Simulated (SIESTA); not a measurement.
Write the native input for SIESTA 5.4.2 that does the following.

| Quantity | Value |
| --- | --- |
| Task | single point |
| Functional | PBE |
| Potentials or basis | PseudoDojo 0.4 standard (PBE files) |
| Basis | DZP (energy shift 0.003 Ry; two zetas on semicore shells) |
| Grid cutoff | 500 Ry |
| Energy shift | 0.003 Ry |
| k mesh | 7 × 7 × 3 |
| Occupations | fermi-dirac, width 0.05 eV |
| Spin | no spin polarisation |

Crystal: In3SbTe2.

```xyz
6
Lattice="4.4281 0.0000 0.0000 -2.2140 3.8348 0.0000 0.0000 0.0000 10.7564" Properties=species:S:1:pos:R:3 pbc="T T T"
Te    2.2140    1.2783    3.5315
Te    0.0000    2.5566    7.2250
Sb    0.0000    0.0000    0.0000
In    2.2140    1.2783    9.0685
In    0.0000    2.5566    1.6880
In    0.0000    0.0000    5.3782
```

The cell comes from a database or a generator and needn't be the stable form of this composition.

The input as run:

In3SbTe2.fdf

```
SystemName                      In3SbTe2
SystemLabel                     In3SbTe2
NumberOfSpecies                 3
NumberOfAtoms                   6
%block ChemicalSpeciesLabel
  1  52 Te
  2  51 Sb
  3  49 In
%endblock ChemicalSpeciesLabel

LatticeConstant                 1.0 Ang
%block LatticeVectors
     4.4280963236     0.0000000000     0.0000000000
    -2.2140481618     3.8348439066     0.0000000000
     0.0000000000     0.0000000000    10.7564470000
%endblock LatticeVectors
AtomicCoordinatesFormat         Fractional
%block AtomicCoordinatesAndAtomicSpecies
     0.6666666667     0.3333333333     0.3283140000  1  Te
     0.3333333333     0.6666666667     0.6716860000  1  Te
     0.0000000000     0.0000000000     0.0000000000  2  Sb
     0.6666666667     0.3333333333     0.8430740000  3  In
     0.3333333333     0.6666666667     0.1569260000  3  In
     0.0000000000     0.0000000000     0.5000000000  3  In
%endblock AtomicCoordinatesAndAtomicSpecies

%block kgrid.MonkhorstPack
    7   0   0  0.0
    0   7   0  0.0
    0   0   3  0.0
%endblock kgrid.MonkhorstPack
XC.Functional                   GGA
XC.Authors                      PBE
PAO.BasisSize                   DZP
PAO.EnergyShift                 0.003 Ry
Mesh.Cutoff                     500 Ry
OccupationFunction              FD
ElectronicTemperature           0.05 eV
MaxSCFIterations                120
SCF.MustConverge                false
SCF.Mixer.Method                Pulay
SCF.Mixer.Weight                0.25
SCF.Mixer.History               8
SCF.DM.Tolerance                5.0e-05
SCF.H.Tolerance                 1.0e-03 eV
WriteForces                     true
Charge.Mulliken                 end
Charge.Hirshfeld                end
Charge.Voronoi                  end
SaveRho                         true
SaveElectrostaticPotential      true
%block PAO.Basis
  Te 4
  n=5 0 2
    5.635 0.000
  n=5 1 2
    7.297 0.000
  n=4 2 2
    3.260 0.000
  n=5 2 1
    7.297
  Sb 4
  n=5 0 2
    5.984 0.000
  n=5 1 2
    7.890 0.000
  n=4 2 2
    3.483 0.000
  n=5 2 1
    7.890
  In 4
  n=5 0 2
    6.996 0.000
  n=5 1 2
    9.500 0.000
  n=4 2 2
    4.106 0.000
  n=5 2 1
    9.500
%endblock PAO.Basis
```

Potentials or basis: PseudoDojo 0.4 standard (PBE files), DZP (energy shift 0.003 Ry; two zetas on semicore shells).

The run is started by

```console
$ siesta In3SbTe2.fdf > In3SbTe2.out 2>&1
```

Results of the run:

```json
{
  "Pressure": "0.3 GPa",
  "Largest force": "0.191 eV/Å",
  "Band gap on the k mesh": "none (metal or under the smearing width)",
  "Hirshfeld charges": "Te -0.12; Sb -0.14; In +0.12 e",
  "Voronoi charges": "Te -0.13; Sb -0.15; In +0.13, +0.14 e"
}
```

Caveat: Mulliken charges of long-ranged orbitals can have an unphysical sign; the basis of atomic orbitals isn't converged, which shifts pressures, moduli and gaps.

Run time: 4.1 min on 1 thread of AMD EPYC 7R43 64-Core Processor (Zen 3), with other jobs on the host, peak memory 0.56 GiB.
